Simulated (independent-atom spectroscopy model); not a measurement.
**Angle-resolved XPS of Sc on GaAs**

How does the ratio Sc 2p3/2 / Ga 2p3/2 change with emission angle for this film?

Program: independent-atom spectroscopy model, version 2. Model: angle-resolved photoelectron peak ratio of a uniform film on a substrate: exponential attenuation with lengths from TPP-2M (nominal gaps) and the elastic albedo, Dirac-Hartree-Slater cross sections, magic-angle geometry. All values are calculated.

### Step 1. The sample

3.1 nm of Sc (2.71 g/cm³) on GaAs (5.32 g/cm³).

### Step 2. Calculation

Given to the script:

```json
{
  "film": "Sc",
  "film_density": 2.71,
  "base": "GaAs",
  "base_density": 5.32,
  "photon_energy": 1486.7,
  "film_peak": "Sc 2p3/2",
  "base_peak": "Ga 2p3/2",
  "thickness": 3.1,
  "emission_angle": [0, 10, 20, 30, 40, 45, 50, 55]
}
```

Units: film_density in g/cm³, base_density in g/cm³, photon_energy in eV, thickness in nm, emission_angle in degrees.

Before running it: what results should come out? Wanted: ratio at normal emission; ratio at 55°.

As calculated:

| quantity | value |
| --- | --- |
| ratio at normal emission | 15.1 |
| ratio at 55° | 189 |
| attenuation length of the substrate peak in the film | 0.999 nm |
| thickness over that length | 3.10 |

In words: The film is 3.1 attenuation lengths thick, so 4.5 % of the substrate's signal gets out at 0°. At 55° the ratio is 12 times as large, since the way out grows as 1/cos θ. Islands, roughness and grazing exit, where elastic scattering matters more, are outside the model.
